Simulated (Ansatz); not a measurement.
# SiGeH₄ (singlet): the correlation ladder, cc-pVDZ

Aim: climb from Hartree-Fock through coupled cluster and multireference methods for SiGeH₄ (singlet) at one geometry and basis, and see what each rung misses.

Program: Ansatz 0.2.0, Gaussian basis. Level of theory: cc-pVDZ, core rule «outside noble gas», up to 19 orbitals frozen. These are calculated values, not measurements.

To be run: UHF; CCSD(T) on RHF; CCSD(T) on UHF; BCCD(T) on RHF; CISD; CCSDT(Q) on RHF; CCSDT(Q) on UHF; CASSCF and MRCISD+Q, 8 electrons in 8 orbitals; CASSCF and NEVPT2, 8 electrons in 8 orbitals.

10 further runs of the same task are left out: 3 that didn't finish, 7 set aside as unsound or not needed.

## Step 1: What is computed

The geometry is a PBE0/def2-TZVP stationary point (not a proven minimum). No spin-orbit coupling is included. The filled d shell of Ge may be among the frozen orbitals whatever the setting's name suggests; the logs give the count.

6 atoms, charge 0, spin multiplicity 1.

Atoms are counted from 1 here; the program's logs count them from 0.

Bond lengths: Si1–Ge2 2.430 Å, Si1–H3 1.526 Å, Ge2–H4 1.541 Å, Ge2–H5 1.545 Å, Ge2–H6 1.544 Å. Angles: Ge2–Si1–H3 88.8°, Si1–Ge2–H4 114.3°, Si1–Ge2–H5 109.5°, Si1–Ge2–H6 110.7°, H4–Ge2–H5 107.4°, H4–Ge2–H6 107.5°, H5–Ge2–H6 107.0°.

Geometry (Å):

```mol
GeH4Si
  3D, bonds by distance, orders not assigned

  6  5  0  0  0  0  0  0  0  0999 V2000
   -0.0007   -0.0931    1.7691 Si  0  0
   -0.0001    0.0132   -0.6582 Ge  0  0
    0.0020    1.4326    1.8041 H   0  0
   -0.0315   -1.3611   -1.3540 H   0  0
    1.2699    0.7478   -1.1427 H   0  0
   -1.2124    0.8215   -1.1701 H   0  0
  1  2  8  0
  1  3  8  0
  2  4  8  0
  2  5  8  0
  2  6  8  0
M  END
```

## Step 2: UHF

in.yaml reads:

```yaml
crystal:
  periodic: [false, false, false]
  atoms:
    - {symbol: Si, position_ang: [-0.000654, -0.093078, 1.769086]}
    - {symbol: Ge, position_ang: [-0.000135, 0.013219, -0.658153]}
    - {symbol: H, position_ang: [0.002033, 1.432640, 1.804104]}
    - {symbol: H, position_ang: [-0.031486, -1.361054, -1.353967]}
    - {symbol: H, position_ang: [1.269853, 0.747832, -1.142672]}
    - {symbol: H, position_ang: [-1.212415, 0.821483, -1.170072]}
basis:
  gaussian: {orbitals: cc-pVDZ}
magnetization: {spin_polarized: true, initial_magnetization: 0}
hamiltonian: {xc: hf}
output: {orbitals: {seedname: orbitals}}
```

Launch:

```console
$ ansatz run in.yaml --threads 1 --pin off --events-out ev --progress --plain --max-ram 2393MiB
```

After this run come: CCSD(T) on RHF; CCSD(T) on UHF; BCCD(T) on RHF; CISD; CCSDT(Q) on RHF; CCSDT(Q) on UHF; CASSCF and MRCISD+Q, 8 electrons in 8 orbitals; CASSCF and NEVPT2, 8 electrons in 8 orbitals.

Q: Predict the results of all the runs planned. Wanted: RCCSDT(Q) below the RHF energy; RMP2 from RCCSDT(Q); UMP2 from RCCSDT(Q); RCCSD from RCCSDT(Q); RCCSD(T) from RCCSDT(Q); UCCSD(T) from RCCSDT(Q); UCCSDT(Q) from RCCSDT(Q); T1 diagnostic.

The runs gave:

| quantity | value |
| --- | --- |
| RCCSDT(Q) below the RHF energy | -6.4620 eV |
| RMP2 from RCCSDT(Q) | +1496.4 meV |
| UMP2 from RCCSDT(Q) | +1634.4 meV |
| RCCSD from RCCSDT(Q) | +201.3 meV |
| RCCSD(T) from RCCSDT(Q) | +41.0 meV |
| UCCSD(T) from RCCSDT(Q) | +50.8 meV |
| UCCSDT(Q) from RCCSDT(Q) | +0.3 meV |
| levels within 1 kcal/mol (43 meV) | RCCSD(T), BCCD(T), RCCSDT, UCCSDT, UCCSDT(Q) |
| T1 diagnostic | 0.014 |

In words: RCCSD(T) misses by +41.0 meV, 0.6 % of the correlation energy. These misses are within one basis, not against nature.
